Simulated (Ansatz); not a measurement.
**FH3SeSi2: one species, many methods**

One table from this session's results is given with a row withheld; the runs are named, their logs left out.

Program: Ansatz 0.2.0, Gaussian basis. Level of theory: functionals in def2-TZVPP, the program's frozen cores in correlated methods. These are calculated values, not measurements.

The runs, in order: LDA (SPW92), PBE-D4, revPBE-D4, BLYP-D4, r2SCAN-D4, B97M-V, PBE0-D4, B3LYP-D4, r2SCANh-D4, r2SCAN0-D4, HSE06-D4, BHLYP-D4, CAM-B3LYP-D4, LC-ωPBE, ωB97X-V, ωB97M-V, B2PLYP, PBE-QIDH; CCSD(T)/def2-SVP; CCSD(T)/def2-TZVPP; MP2/def2-QZVPP; extrapolation to the limit; RPA on PBE.

**Structure used throughout**

The geometry comes from an earlier relaxation with PBE0-D4 in a triple-zeta def2 set; it is a stationary point, not always the lowest conformer.

SMILES `F[SiH]1[SiH2][Se]1`, 7 atoms, charge 0, spin multiplicity 1.

Atoms are counted from 1 here; the program's logs count them from 0.

Bond lengths: F1–Si2 1.596 Å, Si2–Si3 2.249 Å, Si2–Se4 2.260 Å, Si2–H5 1.476 Å, Si3–Se4 2.316 Å, Si3–H6 1.482 Å, Si3–H7 1.481 Å. Angles: F1–Si2–Si3 121.1°, F1–Si2–Se4 116.8°, F1–Si2–H5 106.8°, Si3–Si2–Se4 61.8°, Si3–Si2–H5 126.6°, Se4–Si2–H5 116.6°, Si2–Si3–Se4 59.3°, Si2–Si3–H6 123.6°, Si2–Si3–H7 121.1°, Se4–Si3–H6 114.8°, Se4–Si3–H7 114.4°, H6–Si3–H7 111.8°, Si2–Se4–Si3 58.9°.

Set-up of the first run:

File in.yaml:

```yaml
crystal:
  periodic: [false, false, false]
  atoms:
    - {symbol: F, position_ang: [-1.776078, -1.530721, 0.314858]}
    - {symbol: Si, position_ang: [-1.087364, -0.143065, -0.069045]}
    - {symbol: Si, position_ang: [1.104261, 0.206974, 0.294383]}
    - {symbol: Se, position_ang: [0.304660, -0.154008, -1.849000]}
    - {symbol: H, position_ang: [-2.154075, 0.877573, -0.069664]}
    - {symbol: H, position_ang: [1.693232, 1.548081, 0.521726]}
    - {symbol: H, position_ang: [1.976663, -0.872933, 0.811043]}
basis:
  gaussian: {orbitals: def2-TZVPP}
hamiltonian: {xc: lda}
output: {orbitals: {seedname: orbitals}}
```

Command:

```sh
$ ansatz run in.yaml --threads 2 --pin off --events-out ev --progress --plain --max-ram 4352MiB
```

Steps of the session up to this table: LDA; PBE-D4 (GGA); revPBE-D4 (GGA); BLYP-D4 (GGA); r2SCAN-D4 (meta-GGA); B97M-V (meta-GGA); PBE0-D4 (hybrid); B3LYP-D4 (hybrid); r2SCANh-D4 (hybrid); r2SCAN0-D4 (hybrid); HSE06-D4 (hybrid); BHLYP-D4 (hybrid); CAM-B3LYP-D4 (range-separated); LC-ωPBE (range-separated); ωB97X-V (range-separated); ωB97M-V (range-separated); B2PLYP (double hybrid); PBE-QIDH (double hybrid).

One of the session's tables, all rows but one given; the rest of the session is left out.

It belongs to the step «Frontier levels by functional». 

```
  functional  HOMO (eV)  gap (eV)
 LDA (SPW92)      -6.45      4.63
      PBE-D4      -6.32      4.73
   revPBE-D4      -6.27      4.78
     BLYP-D4      -6.12      4.69
   r2SCAN-D4      -6.58      5.25
      B97M-V      -6.63      5.22
     PBE0-D4      -7.38      6.63
    B3LYP-D4      -7.14      6.21
  r2SCANh-D4      -6.96      5.93
  r2SCAN0-D4      -7.54      6.94
    HSE06-D4      -6.99      5.87
    BHLYP-D4      -8.27      8.44
CAM-B3LYP-D4      -8.56      8.85
     LC-ωPBE      -9.84     11.24
     ωB97X-V          ?         ?
     ωB97M-V      -9.35     10.39
```

**Question.** Estimate the row for ωB97X-V.

**Answer.** HOMO (eV): -9.53; gap (eV): 10.83. In the column «HOMO (eV)» it lies between LC-ωPBE (-9.84) and ωB97M-V (-9.35).
